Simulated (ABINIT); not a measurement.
# LiSiP (Cmmm) in ABINIT: single point with PBEsol

Aim: the single point of LiSiP with PBEsol.

All numbers are computed with ABINIT 10.8.3 (patched build); they aren't measurements. Logs are shortened: lines on timing, memory, paths and dates and some standing lists are left out, and cuts for length are marked. The log counts tension as positive stress, the text compression.

### 1 The crystal as given

It takes space group Cmmm (No. 65, orthorhombic). The conventional cell has a = 4.058 Å, b = 4.320 Å, c = 5.445 Å, α = 90.00°, β = 90.00°, γ = 90.00°. Li (site symmetry mmm) is surrounded by 2 Si at 2.72 Å and 4 Li at 2.96 Å. Around Si (site symmetry mmm) lie 4 P at 2.03 to 2.16 Å. P (site symmetry mmm) has 4 Si at 2.03 to 2.16 Å as nearest neighbours.

The cell was built by a generator and needn't be a form met in nature.

### 2 Single point, PBEsol

Contents of run.abi:

```
# Pseudopotentials
pp_dirpath "./"
pseudos "Li.upf, Si.upf, P.upf"

# Structure
acell 5.5998860112 5.5998860112 10.2896444477
rprim
     0.6846456011    -0.7288761218     0.0000000000
     0.6846456011     0.7288761218     0.0000000000
     0.0000000000     0.0000000000     1.0000000000
ntypat 3
znucl 3 14 15
natom 3
typat 1 2 3
xcart
     2.0288322600     0.0000000000     2.7225226750
     2.0288322600     0.0000000000     0.0000000000
     0.0000000000     0.0000000000     0.0000000000 Angstrom
chkprim 0
chksymtnons 0
tolsym 1.0e-6

# Plane-wave basis
ecut 33.0

# k points
kptopt 1
ngkpt 7 7 4
nshiftk 1
shiftk 0.0 0.0 0.0

# Exchange and correlation
ixc -116133

# Bands and occupations
nband 10
occopt 3
tsmear 0.00183747

# SCF cycle
nstep 100
tolvrs 1.0e-10

# Output
iomode 3
prtwf 0
prteig 0
prtebands 0
prtden 1
prtvha 1
prtvclmb 1
prtpot 1
prtelf 1
```

Potentials or basis: PseudoDojo NC SR PBEsol v0.4.1 standard.

The run is started by

```console
$ abinit run.abi > log 2>&1
```

run.abo:

```text
.Version 10.8.3 of ABINIT
 Symmetries : space group Cm m m (# 65); Bravais oC (1-face-center ortho.)
================================================================================
 Values of the parameters that define the memory need of the present run
     intxc =       0    ionmov =       0      iscf =       7    lmnmax =       6
     lnmax =       6     mgfft =      54  mpssoang =       3    mqgrid =    3001
     natom =       3  nloc_mem =       1    nspden =       1   nspinor =       1
    nsppol =       1      nsym =       8    n1xccc =    2501    ntypat =       3
    occopt =       3   xclevel =       2
       mpw =        2938          nfft =       48600          nkpt =          48
================================================================================
================================================================================

--------------------------------------------------------------------------------
------------- Echo of variables that govern the present computation ------------
--------------------------------------------------------------------------------
 -outvars: echo values of preprocessed input variables --------
            acell      5.5998860112E+00  5.5998860112E+00  1.0289644448E+01 Bohr
              amu      6.94100000E+00  2.80855000E+01  3.09737620E+01
          chkprim           0
      chksymtnons           0
             ecut      3.30000000E+01 Hartree
              ixc     -116133
         kptrlatt        7    0    0      0    7    0      0    0    4
          kptrlen      3.91992021E+01
            natom           3
            nband          10
            ngfft          30      30      54
             nkpt          48
            nstep         100
             nsym           8
           ntypat           3
           occopt           3
        prtebands           0
           prteig           0
           prtelf           1
           prtpot           1
         prtvclmb           1
           prtvha           1
            prtwf           0
            rprim      6.8464560110E-01 -7.2887612180E-01  0.0000000000E+00
                       6.8464560110E-01  7.2887612180E-01  0.0000000000E+00
                       0.0000000000E+00  0.0000000000E+00  1.0000000000E+00
          spgroup          65
           tolsym      1.00000000E-06
           tolvrs      1.00000000E-10
           tsmear      1.83747000E-03 Hartree
            typat      1  2  3
           xangst      2.0288322600E+00 -8.8224750544E-17  2.7225226750E+00
                       2.0288322600E+00 -8.8224750544E-17  1.8382772518E-09
                       1.3637037086E-09  3.9034654024E-26  1.8382772518E-09
            xcart      3.8339373268E+00 -1.6672061605E-16  5.1448222273E+00
                       3.8339373268E+00 -1.6672061605E-16  3.4738405495E-09
                       2.5770265262E-09  7.3764805525E-26  3.4738405495E-09
             xred      5.0000000034E-01  5.0000000034E-01  5.0000000034E-01
                       5.0000000034E-01  5.0000000034E-01  3.3760549911E-10
                       3.3608094085E-10  3.3608094085E-10  3.3760549911E-10
            znucl        3.00000   14.00000   15.00000

================================================================================

 chkinp: Checking input parameters for consistency.

================================================================================
== DATASET  1 ==================================================================

--- !DatasetInfo
iteration_state: {dtset: 1, }
dimensions: {natom: 3, nkpt: 48, mband: 10, nsppol: 1, nspinor: 1, nspden: 1, mpw: 2938, }
cutoff_energies: {ecut:  33.0, pawecutdg:  -1.0, }
electrons: {nelect:   1.20000000E+01, charge:   0.00000000E+00, occopt:   3.00000000E+00, tsmear:   1.83747000E-03, }
meta: {optdriver: 0, ionmov: 0, optcell: 0, iscf: 7, paral_kgb: 0, }
...

 Real(R)+Recip(G) space primitive vectors, cartesian coordinates (Bohr,Bohr^-1):
 R(1)=  3.8339373 -4.0816232  0.0000000  G(1)=  0.1304142 -0.1225003  0.0000000
 R(2)=  3.8339373  4.0816232  0.0000000  G(2)=  0.1304142  0.1225003  0.0000000
 R(3)=  0.0000000  0.0000000 10.2896444  G(3)=  0.0000000  0.0000000  0.0971851
 Unit cell volume ucvol=  3.2203886E+02 bohr^3
 Angles (23,13,12)=  9.00000000E+01  9.00000000E+01  9.35845159E+01 degrees

 getcut: wavevector=  0.0000  0.0000  0.0000  ngfft=  30  30  54
         ecut(hartree)=     33.000   => boxcut(ratio)=   2.02942

--- Pseudopotential description ------------------------------------------------
- pspini: atom type   1  psp file is ./Li.upf
12 -116133 1 -1 1944                          pspcod,pspxc,lmax,lloc,mmax
     nproj     2     2     0

- pspini: atom type   2  psp file is ./Si.upf
12 -116133 2 -1 1510                          pspcod,pspxc,lmax,lloc,mmax
     nproj     2     2     2

- pspini: atom type   3  psp file is ./P.upf
12 -116133 2 -1 1298                          pspcod,pspxc,lmax,lloc,mmax
     nproj     2     2     2

   2.13427755E+02                                ecore*ucvol(ha*bohr**3)
--------------------------------------------------------------------------------

================================================================================

--- !BeginCycle
iteration_state: {dtset: 1, }
solver: {iscf: 7, nstep: 100, nline: 4, wfoptalg: 0, }
tolerances: {tolvrs: 1.00E-10, }
...

     iter   Etot(hartree)      deltaE(h)  residm     vres2
 ETOT  1  -18.168317709505    -1.817E+01 5.828E-02 5.817E+02
 ETOT  2  -18.234034953109    -6.572E-02 5.554E-03 7.161E+00
 ETOT  3  -18.234648916450    -6.140E-04 2.467E-03 6.975E-01
 ETOT  4  -18.234697570606    -4.865E-05 1.267E-03 2.372E-02
 ETOT  5  -18.234701369094    -3.798E-06 8.470E-04 1.343E-03
 ETOT  6  -18.234701536645    -1.676E-07 4.327E-04 4.149E-05
 ETOT  7  -18.234701540238    -3.592E-09 4.732E-04 1.901E-06
 ETOT  8  -18.234701540372    -1.337E-10 2.534E-04 3.239E-08
 ETOT  9  -18.234701540374    -2.014E-12 1.875E-04 2.860E-10
 ETOT 10  -18.234701540374    -1.918E-13 1.765E-04 1.899E-12

 At SCF step   10       vres2   =  1.90E-12 < tolvrs=  1.00E-10 =>converged.

 Compute ELF
--------------------------------------------------------------------------------

 Compute kinetic energy density

 Compute gradient of the electron density
 Electron Localization Function (ELF) [min:0;max:1]
)     Maximum=    1.0000E+00  at reduced coord.    0.5000    0.5000    0.5000
)     Minimum=    4.6335E-08  at reduced coord.    0.0000    0.0000    0.0000
   Integrated=    1.2057E+02

--------------------------------------------------------------------------------
 End of ELF section

 Cartesian components of stress tensor (hartree/bohr^3)
  sigma(1 1)= -2.04219979E-03  sigma(3 2)=  0.00000000E+00
  sigma(2 2)= -1.30259628E-03  sigma(3 1)=  0.00000000E+00
  sigma(3 3)=  1.32760512E-04  sigma(2 1)=  0.00000000E+00

--- !ResultsGS
iteration_state: {dtset: 1, }
comment   : Summary of ground state results
lattice_vectors:
- [  3.8339373,  -4.0816232,   0.0000000, ]
- [  3.8339373,   4.0816232,   0.0000000, ]
- [  0.0000000,   0.0000000,  10.2896444, ]
lattice_lengths: [   5.59989,    5.59989,   10.28964, ]
lattice_angles: [ 90.000,  90.000,  93.585, ] # degrees, (23, 13, 12)
lattice_volume:   3.2203886E+02
convergence: {deltae: -1.918E-13, res2:  1.899E-12, residm:  1.765E-04, diffor: null, }
etotal    :  -1.82347015E+01
entropy   :   0.00000000E+00
fermie    :   2.01062978E-01
cartesian_stress_tensor: # hartree/bohr^3
- [ -2.04219979E-03,   0.00000000E+00,   0.00000000E+00, ]
- [  0.00000000E+00,  -1.30259628E-03,   0.00000000E+00, ]
- [  0.00000000E+00,   0.00000000E+00,   1.32760512E-04, ]
pressure_GPa:   3.1500E+01
xred      :
- [  5.0000E-01,   5.0000E-01,   5.0000E-01, Li]
- [  5.0000E-01,   5.0000E-01,   3.3761E-10, Si]
- [  3.3608E-10,   3.3608E-10,   3.3761E-10,  P]
cartesian_forces: # hartree/bohr
- [ -0.00000000E+00,  -0.00000000E+00,  -0.00000000E+00, ]
- [ -0.00000000E+00,  -0.00000000E+00,  -0.00000000E+00, ]
- [ -0.00000000E+00,  -0.00000000E+00,  -0.00000000E+00, ]
force_length_stats: {min:   0.00000000E+00, max:   0.00000000E+00, mean:   0.00000000E+00, }
...

 Integrated electronic density in atomic spheres:
 ------------------------------------------------
 Atom  Sphere_radius  Integrated_density
    1        2.00000          2.17111064
    2        2.00000          2.09668451
    3        2.00000          3.12751799
================================================================================

 ----iterations are completed or convergence reached----

 Mean square residual over all n,k,spin=   16.820E-07; max=  17.647E-05
 reduced coordinates (array xred) for    3 atoms
       0.500000000336      0.500000000336      0.500000000338
       0.500000000336      0.500000000336      0.000000000338
       0.000000000336      0.000000000336      0.000000000338
 rms dE/dt=  0.0000E+00; max dE/dt=  0.0000E+00; dE/dt below (all hartree)
    1       0.000000000000      0.000000000000      0.000000000000
    2       0.000000000000      0.000000000000      0.000000000000
    3       0.000000000000      0.000000000000      0.000000000000

 cartesian coordinates (angstrom) at end:
    1      2.02883226000000    -0.00000000000000     2.72252267500000
    2      2.02883226000000    -0.00000000000000     0.00000000183828
    3      0.00000000136370     0.00000000000000     0.00000000183828

 cartesian forces (hartree/bohr) at end:
    1     -0.00000000000000    -0.00000000000000    -0.00000000000000
    2     -0.00000000000000    -0.00000000000000    -0.00000000000000
    3     -0.00000000000000    -0.00000000000000    -0.00000000000000
 frms,max,avg= 0.0000000E+00 0.0000000E+00   0.000E+00  0.000E+00  0.000E+00 h/b

 cartesian forces (eV/Angstrom) at end:
    1     -0.00000000000000    -0.00000000000000    -0.00000000000000
    2     -0.00000000000000    -0.00000000000000    -0.00000000000000
    3     -0.00000000000000    -0.00000000000000    -0.00000000000000
 frms,max,avg= 0.0000000E+00 0.0000000E+00   0.000E+00  0.000E+00  0.000E+00 e/A
 length scales=  5.599886011200  5.599886011200 10.289644447700 bohr
              =  2.963332058771  2.963332058771  5.445045346323 angstroms
 Fermi (or HOMO) energy (hartree) =   0.20106   Average Vxc (hartree)=  -0.34132
 Eigenvalues (hartree) for nkpt=  48  k points:
 kpt#   1, nband= 10, wtk=  0.00510, kpt=  0.0000  0.0000  0.0000 (reduced coord)
  -1.51506   -0.39457   -0.04251    0.08232    0.12882    0.13118    0.24927    0.29774
   0.40712    0.51544
      occupation numbers for kpt#   1
   2.00000    2.00000    2.00000    2.00000    2.00000    2.00000    0.00000    0.00000
   0.00000    0.00000
 prteigrs : prtvol=0 or 1, do not print more k-points.

--- !EnergyTerms
iteration_state     : {dtset: 1, }
comment             : Components of total free energy in Hartree
kinetic             :  9.84026536159277E+00
hartree             :  4.00359694828329E+00
xc                  : -5.43358349211876E+00
Ewald energy        : -1.23526986521072E+01
psp_core            :  6.62739130853453E-01
local_psp           : -1.21768282814446E+01
non_local_psp       : -2.77779037654239E+00
internal            : -1.82342993614834E+01
'-kT*entropy'       : -4.02178890323856E-04
total_energy        : -1.82347015403738E+01
total_energy_eV     : -4.96191506695295E+02
band_energy         : -3.35179449707818E+00
...

 Cartesian components of stress tensor (hartree/bohr^3)
  sigma(1 1)= -2.04219979E-03  sigma(3 2)=  0.00000000E+00
  sigma(2 2)= -1.30259628E-03  sigma(3 1)=  0.00000000E+00
  sigma(3 3)=  1.32760512E-04  sigma(2 1)=  0.00000000E+00

-Cartesian components of stress tensor (GPa)         [Pressure=  3.1500E+01 GPa]
- sigma(1 1)= -6.00835922E+01  sigma(3 2)=  0.00000000E+00
- sigma(2 2)= -3.83237056E+01  sigma(3 1)=  0.00000000E+00
- sigma(3 3)=  3.90594913E+00  sigma(2 1)=  0.00000000E+00

== END DATASET(S) ==============================================================
================================================================================

 -outvars: echo values of variables after computation  --------
            acell      5.5998860112E+00  5.5998860112E+00  1.0289644448E+01 Bohr
           etotal     -1.8234701540E+01
            fcart     -0.0000000000E+00 -0.0000000000E+00 -0.0000000000E+00
                      -0.0000000000E+00 -0.0000000000E+00 -0.0000000000E+00
                      -0.0000000000E+00 -0.0000000000E+00 -0.0000000000E+00
            rprim      6.8464560110E-01 -7.2887612180E-01  0.0000000000E+00
                       6.8464560110E-01  7.2887612180E-01  0.0000000000E+00
                       0.0000000000E+00  0.0000000000E+00  1.0000000000E+00
           strten     -2.0421997898E-03 -1.3025962790E-03  1.3276051235E-04
                       0.0000000000E+00  0.0000000000E+00  0.0000000000E+00
           xangst      2.0288322600E+00 -8.8224750544E-17  2.7225226750E+00
                       2.0288322600E+00 -8.8224750544E-17  1.8382772518E-09
                       1.3637037086E-09  3.9034654024E-26  1.8382772518E-09
             xred      5.0000000034E-01  5.0000000034E-01  5.0000000034E-01
                       5.0000000034E-01  5.0000000034E-01  3.3760549911E-10
                       3.3608094085E-10  3.3608094085E-10  3.3760549911E-10
 Calculation completed.
```

Wall time 35 s (1 thread of Arm Neoverse V2, shared host); peak memory 0.08 GiB.

Results:

```yaml
Free_energy: -496.1915 eV
Pressure: 31.5 GPa
Band_gap_on_the_k_mesh: none (metal or under the smearing width)
Valence_electrons_inside_the_program's_atomic_spheres: Li 2.17; Si 2.10; P 3.13
```

Stress tensor (GPa, compression positive):
```
60.08  0.00  0.00
 0.00 38.32  0.00
 0.00  0.00 -3.91
```

Caveat: a pressure of tens of GPa on the cell as given is suspect, and the run, the potentials or the cell itself is likely at fault.
